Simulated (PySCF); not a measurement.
# H4Tc: the cost of one run

Program: PySCF 2.14.0. Level of theory: method and basis as typed in the scripts. These are calculated values, not measurements.

3 further runs of the same task are left out: 3 that didn't finish.

### Step 1. The system as given

TcH4 (quartet): 5 atoms, charge 0, spin multiplicity 4.

Bond lengths: Tc1–H2 1.687 Å, Tc1–H3 1.687 Å, Tc1–H4 1.687 Å, Tc1–H5 1.687 Å. Angles: H2–Tc1–H3 32.2°, H2–Tc1–H4 157.4°, H2–Tc1–H5 157.4°, H3–Tc1–H4 157.4°, H3–Tc1–H5 157.4°, H4–Tc1–H5 32.2°.

### Step 2. The base run

input.py reads:

```python
from pyscf import gto, scf

mol = gto.M(
    atom='Tc 0 0 0; H 1.3801 0.9123 -0.3311; H 0.9123 1.3801 0.3311; H -1.3803 -0.9121 -0.3308; H -0.9121 -1.3803 0.3308',
    basis='jorge-dzp',
    charge=0,
    spin=3,
    symmetry=True,
    verbose=4,
)
mf = scf.UHF(mol)
mf.level_shift = 0.3
mf.kernel()
mf.nuc_grad_method().kernel()
mf.dip_moment()
print('orbital energies (hartree):', [e[max(0, n-3):n+3].round(4) for e, n in zip(mf.mo_energy, mol.nelec)])
```

Command:

```console
> OMP_NUM_THREADS=1 python input.py
```

**Question.** How long does this run take on 1 thread of Arm Neoverse N1, shared host, and how much memory does it need?

About 8.2 s, with a peak of 0.15 GiB.
